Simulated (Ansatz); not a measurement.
# GdOF: the cost of one run

Program: Ansatz 0.2.0. Level of theory: DFT PBEsol+U (U_eff = 6 eV on Gd 4f), scalar-relativistic, plane waves, PAW. These are calculated values, not measurements.

2 further runs of the same task are left out: 2 set aside as unsound or not needed. Runs told in other sessions of the task aren't counted.

## 1. Starting point

It takes space group R-3m (No. 166, trigonal). The conventional cell has a = 3.874 Å, b = 3.874 Å, c = 19.323 Å, α = 90.00°, β = 90.00°, γ = 120.00°. F (site symmetry 3m) is surrounded by 4 Gd at 2.48 Å. Gd (site symmetry 3m) is surrounded by 4 O at 2.31 Å and 4 F at 2.48 Å. Around O (site symmetry 3m) lie 4 Gd at 2.31 Å.

As a file:

```xyz
6
Lattice="1.9368 1.1182 6.4411 -1.9368 1.1182 6.4411 0.0000 -2.2364 6.4411" Properties=species:S:1:pos:R:3 pbc="T T T"
F     0.0000    0.0000    7.1486
F     0.0000    0.0000   12.1746
Gd    0.0000    0.0000    4.6672
Gd    0.0000    0.0000   14.6560
O     0.0000    0.0000    2.3542
O     0.0000    0.0000   16.9690
```

Starting moments: Gd 7.00 μB.

## 2. At the starting volume (PBEsol+U, 6×6×6 mesh)

input.yaml reads:

```yaml
crystal:
  lattice:
    - [1.93678369, 1.11820259, 6.44106177]
    - [-1.93678369, 1.11820259, 6.44106177]
    - [0.0, -2.23640518, 6.44106177]
  atoms:
    - { symbol: F, position: [0.36995057, 0.36995057, 0.36995057] }
    - { symbol: F, position: [0.63004943, 0.63004943, 0.63004943] }
    - { symbol: Gd, position: [0.24153413, 0.24153413, 0.24153413], spin: 7.0 }
    - { symbol: Gd, position: [0.75846587, 0.75846587, 0.75846587], spin: 7.0 }
    - { symbol: O, position: [0.12183246, 0.12183246, 0.12183246] }
    - { symbol: O, position: [0.87816754, 0.87816754, 0.87816754] }
basis:
  ecutwfc: 420
kpoints:
  mp_grid: { grid: [6, 6, 6] }
hamiltonian:
  xc: pbesol
  hubbard: { sites: [{ species: Gd, l: f, u_eff: 6.0 }] }
scf:
  occupations: { method: gaussian, width: 0.1 }
  lower_state_search: "off"
output:
  forces: true
  stress: true
  eigenvalues: true
  populations: true
  hubbard: { sites: [{ species: Gd, l: f }] }
magnetization:
  spin_polarized: true
```

Started as:

```console
> ansatz run input.yaml --threads 8 --pin off --max-ram 14336MiB --backend cpu --events-out ev --progress --plain --runs-dir out
```

**Question.** How long does this run take on 8 threads of Intel Xeon 6975P-C (Granite Rapids), shared host, and how much memory does it need?

About 3 s, with a peak of 0.77 GiB.
